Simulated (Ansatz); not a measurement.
**BCl₂F (SMILES FB(Cl)Cl): functionals against CCSD(T) at one geometry**

The task here is to estimate one member of a computed series from the others.

The runs use Ansatz 0.2.0, Gaussian basis; single points in def2-TZVPP.

Correlated methods freeze the cores.

### Starting geometry

SMILES `FB(Cl)Cl`, 4 atoms, charge 0, spin multiplicity 1.

Atoms are counted from 1 here; the program's logs count them from 0.

Bond lengths: F1–B2 1.201 Å, B2–Cl3 1.741 Å, B2–Cl4 1.932 Å. Angles: F1–B2–Cl3 130.3°, F1–B2–Cl4 110.3°, Cl3–B2–Cl4 119.3°.

Geometry (Å):

```xyz
4
BCl2F
F     0.1181   -1.0778   -0.8279
B    -0.0917   -0.1625   -0.0789
Cl   -1.5824    0.3959    0.6267
Cl    1.5285    0.8492    0.2117
```

The first run:

Input file run/in.yaml:

```yaml
crystal:
  periodic: [false, false, false]
  atoms:
    - {symbol: F, position_ang: [0.118100, -1.077800, -0.827900]}
    - {symbol: B, position_ang: [-0.091700, -0.162500, -0.078900]}
    - {symbol: Cl, position_ang: [-1.582400, 0.395900, 0.626700]}
    - {symbol: Cl, position_ang: [1.528500, 0.849200, 0.211700]}
basis:
  gaussian: {orbitals: def2-TZVPP}
correlation: {method: ccsd_t}
output: {forces: true}
```

No record of the launch command was kept for these runs.

Steps of the session up to this table: CCSD(T)/def2-TZVPP; PBE0-D4/def2-TZVPP; wB97M-V/def2-TZVPP; r2SCAN-D4/def2-TZVPP; PBE-D4/def2-TZVPP; SPW92/def2-TZVPP; CAM-B3LYP-D4/def2-TZVPP.

One table of the session follows, with a row left open; its other results are not shown here.

```
      method  RMS force component (eV/Å)  angle to CCSD(T) forces (°)  dipole (D)
     CCSD(T)                       3.101                    reference        1.51
     PBE0-D4                       2.958                          1.4        1.52
     wB97M-V                       3.022                          0.5        1.55
   r2SCAN-D4                       2.994                          0.8        1.54
      PBE-D4                           ?                            ?           ?
       SPW92                       2.937                          2.7        1.44
CAM-B3LYP-D4                       2.929                          1.5        1.53
```

Q: Estimate the row for PBE-D4 from the others.

As computed: RMS force component (eV/Å): 3.141; angle to CCSD(T) forces (°): 2.9; dipole (D): 1.46. In the column «RMS force component (eV/Å)» it is the highest.
